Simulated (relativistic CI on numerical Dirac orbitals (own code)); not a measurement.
# Ar XIV (Ar¹³⁺): levels and lines

Aim: the low levels of Ar¹³⁺, their labels and the strongest lines; further runs change one setting each.

Method: Dirac-Coulomb-Breit CI, KLI orbitals optimised for each configuration, model QED (radiative potential, 1s self-energy scaled to tabulated hydrogen-like ionisation energies). Code: relativistic CI on numerical Dirac orbitals (own code) version 2.

**1. Starting point**

* ion: Ar¹³⁺ (Ar XIV)
* nuclear charge: 18
* electrons: 5
* isotope: A = 40
* first configuration typed: [He] 2s2 2p

The outer shells:

first configuration typed
```
[He] core
2s [↑↓]
2p [↑ ][  ][  ]
```

**2. The main run**

Settings, as recorded:

```ini
atom Ar  Z=18  charge=13  electrons=5
nucleus A=40  rms_radius_fm=3.4274
hamiltonian dirac-coulomb  breit=on  qed=on  c_scale=1
orbitals kli  potential=per-configuration
slater_scale 1
correlation none
mixing on
configurations
  [He] 2s2 2p
  [He] 2s 2p2
  [He] 2p3
  [He] 2p2 3s
  [He] 2p2 3p
  [He] 2p2 3d
  [He] 2s2 3s
  [He] 2s2 3p
  [He] 2s2 3d
  [He] 2s 2p 3s
  [He] 2s 2p 3p
  [He] 2s 2p 3d
  [He] 2s2 4s
  [He] 2s2 4p
  [He] 2s2 4d
  [He] 2s2 4f
end
```

**3. Slater integrals scaled by 0.9**

Changes to the settings of step 2:

```diff
@@ -4,3 +4,3 @@
 orbitals kli  potential=per-configuration
-slater_scale 1
+slater_scale 0.9
 correlation none
```

**4. Non-relativistic limit (c × 1000)**

Changes to the settings of step 3:

```diff
@@ -2,5 +2,5 @@
 nucleus A=40  rms_radius_fm=3.4274
-hamiltonian dirac-coulomb  breit=on  qed=on  c_scale=1
+hamiltonian dirac-coulomb  breit=off  qed=off  c_scale=1000
 orbitals kli  potential=per-configuration
-slater_scale 0.9
+slater_scale 1
 correlation none
```

**5. The first 3 configurations alone**

Settings, as recorded:

```ini
atom Ar  Z=18  charge=13  electrons=5
nucleus A=40  rms_radius_fm=3.4274
hamiltonian dirac-coulomb  breit=on  qed=on  c_scale=1
orbitals kli  potential=per-configuration
slater_scale 1
correlation none
mixing on
configurations
  [He] 2s2 2p
  [He] 2s 2p2
  [He] 2p3
end
```

(Steps that only read results are left out.)

What does the calculation give? Wanted: lowest level; first excitation; lowest level of the other parity; fastest E1 line; ionisation energy.

The runs gave:

| run | time | mean size of shift, levels followed (cm⁻¹) | lowest level | ionisation energy (eV) |
| --- | --- | --- | --- | --- |
| main run | 0.23 s | 0 | 2p 2P°1/2 | 756.01 |
| Slater integrals scaled by 0.9 | 0.24 s | 10145 | 2p 2P°1/2 | 756.01 |
| non-relativistic limit (c × 1000) | 0.15 s | 37326 | 2p 2P°1/2 | - |
| the first 3 configurations alone | 0.037 s | 1844 | 2p 2P°1/2 | - |

The semi-empirical ionisation energy (NIST) is 755.13 eV.

| quantity | value |
| --- | --- |
| lowest level | 2p 2P°1/2 |
| first excitation | 2p 2P°3/2, 22560 cm⁻¹ |
| lowest level of the other parity | 2s 2p2 4P1/2, 225578 cm⁻¹ |
| levels in the model | 132 |
| fastest E1 line (by rate) to the lowest level | 2.749 nm, from 3d 2D3/2 |
| ionisation energy | 756.01 eV |
| ionisation energy, semi-empirical (NIST) | 755.13 eV |

In words: 2p 2P°1/2 comes out lowest; its LS label holds 97 % and its jj label 97 %; over the low levels the means are 96 and 70 %, so LS coupling describes them better. The ionisation energy from the two ground configurations alone is 0.12 % above the semi-empirical value. The largest mover is «non-relativistic limit (c × 1000)» (37326 cm⁻¹ on average). Lifetimes count radiative decay inside the model alone.
